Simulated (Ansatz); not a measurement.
# BClFGeH4N: the cost of one run

Method: RKS PBE0-D4/def2-SVP; program: Ansatz 0.2.0.

### Step 1. The starting structure

SMILES `FB(Cl)[NH][GeH3]`, 9 atoms, charge 0, spin multiplicity 1.

Atoms are counted from 1 here; the program's logs count them from 0.

Bond lengths: F1–B2 1.341 Å, B2–Cl3 1.788 Å, B2–N4 1.404 Å, N4–Ge5 1.876 Å, N4–H6 1.024 Å, Ge5–H7 1.548 Å, Ge5–H8 1.547 Å, Ge5–H9 1.551 Å. Angles: F1–B2–Cl3 117.9°, F1–B2–N4 122.0°, Cl3–B2–N4 120.1°, B2–N4–Ge5 125.7°, B2–N4–H6 117.4°, Ge5–N4–H6 116.9°, N4–Ge5–H7 109.6°, N4–Ge5–H8 109.5°, N4–Ge5–H9 104.6°, H7–Ge5–H8 111.1°, H7–Ge5–H9 110.9°, H8–Ge5–H9 111.0°.

Coordinates:

```mol
BClFGeH4N
  3D, bonds by distance, orders not assigned

  9  8  0  0  0  0  0  0  0  0999 V2000
   -0.5398    1.5583    2.2856 F   0  0
   -0.5001    0.5688    1.3817 B   0  0
   -1.4150   -0.9257    1.7361 Cl  0  0
    0.2249    0.6830    0.1851 N   0  0
    0.3572   -0.6343   -1.1435 Ge  0  0
    0.7362    1.5561    0.0245 H   0  0
   -1.0433   -0.9088   -1.7425 H   0  0
    0.9640   -1.9212   -0.5357 H   0  0
    1.3045   -0.0224   -2.2084 H   0  0
  1  2  8  0
  2  3  8  0
  2  4  8  0
  4  5  8  0
  4  6  8  0
  5  7  8  0
  5  8  8  0
  5  9  8  0
M  END
```

This geometry comes from a loose relaxation at PBE in a small basis, which is not shown.

### Step 3. The grid

- dihedral F1–B2–N4–Ge5: 8 values from −180 to 135 °, periodic
- dihedral B2–N4–Ge5–H7: 7 values from −29 to 151 °

Nothing else is relaxed (all other coordinates rigid). Energies count from the relaxed molecule at the same level. Points are written as (first, second).

(The set-up runs are not shown.)

### Step 4. Point (−180°, 61°)

The input, input.yaml:

```yaml
crystal:
  periodic: [false, false, false]
  atoms:
    - { symbol: F, position_ang: [-0.535605, 1.549931, 2.262707] }
    - { symbol: B, position_ang: [-0.501831, 0.567212, 1.369575] }
    - { symbol: Cl, position_ang: [-1.429759, -0.904066, 1.726719] }
    - { symbol: "N", position_ang: [0.230598, 0.667942, 0.18757] }
    - { symbol: Ge, position_ang: [0.358733, -0.629928, -1.136543] }
    - { symbol: H, position_ang: [0.74057, 1.533522, 0.039814] }
    - { symbol: H, position_ang: [-1.03416, -0.914539, -1.713854] }
    - { symbol: H, position_ang: [0.98187, -1.903231, -0.549384] }
    - { symbol: H, position_ang: [1.277648, -0.01288, -2.203896] }
basis:
  gaussian: { orbitals: def2-SVP }
hamiltonian:
  xc: pbe0
  dispersion: d4
output:
  forces: true
```

The run is started by

```
$ ansatz run input.yaml --threads 1 --pin off --max-ram 2560MiB --backend cpu --events-out ev --progress --plain --runs-dir out
```

What time and memory should one allow on 1 thread of AMD EPYC 7R43 (Zen 3), shared host?

About 6.4 s, with a peak of 0.26 GiB.
